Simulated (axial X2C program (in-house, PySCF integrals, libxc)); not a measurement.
**A two-component session on TcP⁺: properties at the nuclei**

Aim: properties at the nuclei of TcP⁺, with spin–orbit coupling in the Hamiltonian from the start.

Program: an in-house X2C program for linear molecules on PySCF integrals. Level of theory: two-component X2C with atomic mean-field terms, Tc dyall-cv3z, P dyall-v3z. These are calculated values, not measurements.

## Step 1: The job

File task.json:

```json
{"zs": [43, 15], "q": 1, "bas": ["dyall-cv3z", "dyall-v3z"], "r0": 2.22, "levels": ["PBE0", "HF", "PBE", "TPSSh", "r2SCAN"], "nst": 3}
```

Keys: zs atomic numbers; q charge; bas basis sets; r0 starting distance in Å; levels methods (HF also brings MP2); nst determinants followed.

On the command line:

```
> python soeom.py task.json out
```

Further steps of the session: Expectation values, lowest determinant; Expectation values, a higher determinant; Expectation values, a higher determinant.

Q: Predict the outcome of this session. Wanted: lowest determinant; Eeff magnitude; Ws magnitude Tc; A∥/gI Tc; qzz Tc; higher determinant (for each run or level that gives them).

As calculated:

```
                                        quantity                                                        value
                              lowest determinant   Ω = 3/2 (excess of +ω over −ω: ω = 1/2, ω = -3/2, ω = 5/2)
                    Eeff magnitude (GV/cm), PBE0                                                         2.31
                     Ws magnitude Tc (kHz), PBE0                                                        0.679
                            A∥/gI Tc (MHz), PBE0                                                         1100
                             qzz Tc (a.u.), PBE0                                                        -1.36
                              higher determinant                      Ω = 5/2 (excess of +ω over −ω: ω = 5/2)
Eeff magnitude (GV/cm), PBE0, higher determinant                                                         1.08
 Ws magnitude Tc (kHz), PBE0, higher determinant                                                        0.232
        A∥/gI Tc (MHz), PBE0, higher determinant                                                         7.65
         qzz Tc (a.u.), PBE0, higher determinant                                                         2.57
                              higher determinant  Ω = 1/2 (excess of +ω over −ω: ω = -1/2, ω = -3/2, ω = 5/2)
Eeff magnitude (GV/cm), PBE0, higher determinant                                                         3.95
 Ws magnitude Tc (kHz), PBE0, higher determinant                                                         3.87
        A∥/gI Tc (MHz), PBE0, higher determinant                                                        -5610
         qzz Tc (a.u.), PBE0, higher determinant                                                        -1.73
```

What this shows: In the first state, the effective field runs from 1.75 to 2.31 GV/cm over the mean-field levels. The expectation values come from single determinants, which for open shells can mix terms of unlike spin or miss the lowest Ω, so a determinant need not be a state. Eeff is the effective electric field on the electron dipole moment in this Ω state and Ws the scalar–pseudoscalar constant (defined with the proton number Z and per Ω); A∥ is the parallel hyperfine constant, which follows by multiplying with the nuclear g factor gI = μI/(I μN); qzz is the electric field gradient, eQq0 = 234.96 MHz × Q/barn × qzz. The operators were transformed with the bare-nucleus X2C matrices.
